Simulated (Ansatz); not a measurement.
# CH3BrGe: one species, many methods

The task here is to estimate one member of a computed series from the others.

Computed with Ansatz 0.2.0, Gaussian basis. Level: functionals in def2-TZVPP, the program's frozen cores in correlated methods.

Levels to be run: LDA (SPW92), PBE-D4, revPBE-D4, BLYP-D4, r2SCAN-D4, B97M-V, PBE0-D4, B3LYP-D4, r2SCANh-D4, r2SCAN0-D4, HSE06-D4, BHLYP-D4, CAM-B3LYP-D4, LC-ωPBE, ωB97X-V, ωB97M-V, B2PLYP, PBE-QIDH; CCSD(T)/def2-SVP; CCSD(T)/def2-TZVPP; CCSD(T)/def2-QZVPP; extrapolation to the limit; RPA on PBE.

## The relaxed structure

An earlier PBE0-D4 in a triple-zeta def2 set relaxation fixed the geometry.

SMILES `[CH3][Ge][Br]`, 6 atoms, charge 0, spin multiplicity 1.

Atoms are counted from 1 here; the program's logs count them from 0.

Bond lengths: C1–Ge2 1.985 Å, C1–H4 1.094 Å, C1–H5 1.092 Å, C1–H6 1.094 Å, Ge2–Br3 2.358 Å. Angles: Ge2–C1–H4 109.5°, Ge2–C1–H5 111.1°, Ge2–C1–H6 109.9°, H4–C1–H5 109.4°, H4–C1–H6 107.2°, H5–C1–H6 109.6°, C1–Ge2–Br3 96.4°.

The first run:

The input, in.yaml:

```yaml
crystal:
  periodic: [false, false, false]
  atoms:
    - {symbol: C, position_ang: [-0.427645, 0.399023, -0.270724]}
    - {symbol: Ge, position_ang: [0.170794, -0.356330, 1.464641]}
    - {symbol: Br, position_ang: [1.884391, -1.715078, 0.583775]}
    - {symbol: H, position_ang: [0.401590, 0.936157, -0.741181]}
    - {symbol: H, position_ang: [-1.269745, 1.080840, -0.133552]}
    - {symbol: H, position_ang: [-0.717286, -0.408611, -0.949159]}
basis:
  gaussian: {orbitals: def2-TZVPP}
hamiltonian: {xc: lda}
output: {orbitals: {seedname: orbitals}}
```

Command:

```
$ ansatz run in.yaml --threads 2 --pin off --events-out ev --progress --plain --max-ram 20480MiB --backend cpu
```

Steps of the session up to this table: LDA; PBE-D4 (GGA); revPBE-D4 (GGA); BLYP-D4 (GGA); r2SCAN-D4 (meta-GGA); B97M-V (meta-GGA); PBE0-D4 (hybrid); B3LYP-D4 (hybrid); r2SCANh-D4 (hybrid); r2SCAN0-D4 (hybrid); HSE06-D4 (hybrid); BHLYP-D4 (hybrid); CAM-B3LYP-D4 (range-separated); LC-ωPBE (range-separated); ωB97X-V (range-separated); ωB97M-V (range-separated); B2PLYP (double hybrid); PBE-QIDH (double hybrid).

One of the session's tables, all rows but one given; the rest of the session is left out.

It belongs to the step «Frontier levels by functional». 

```
  functional  HOMO (eV)  LUMO (eV)  gap (eV)
 LDA (SPW92)      -5.91      -3.74      2.17
      PBE-D4      -5.75      -3.50      2.25
   revPBE-D4      -5.70      -3.41      2.29
     BLYP-D4      -5.62      -3.41      2.21
   r2SCAN-D4      -6.01      -3.45      2.56
      B97M-V      -6.01      -3.36      2.64
     PBE0-D4      -6.82      -2.74      4.08
    B3LYP-D4      -6.63      -2.96      3.67
  r2SCANh-D4      -6.40      -3.15      3.25
  r2SCAN0-D4      -6.99      -2.71      4.27
    HSE06-D4      -6.42      -3.11      3.32
    BHLYP-D4      -7.76      -1.89      5.87
CAM-B3LYP-D4      -8.08      -1.73      6.35
     LC-ωPBE      -9.34      -0.60      8.74
     ωB97X-V          ?          ?         ?
     ωB97M-V      -8.91      -0.80      8.11
```

Estimate the missing values for ωB97X-V.

**Answer.** HOMO (eV): -9.01; LUMO (eV): -0.70; gap (eV): 8.32. In the column «HOMO (eV)» it lies between LC-ωPBE (-9.34) and ωB97M-V (-8.91).
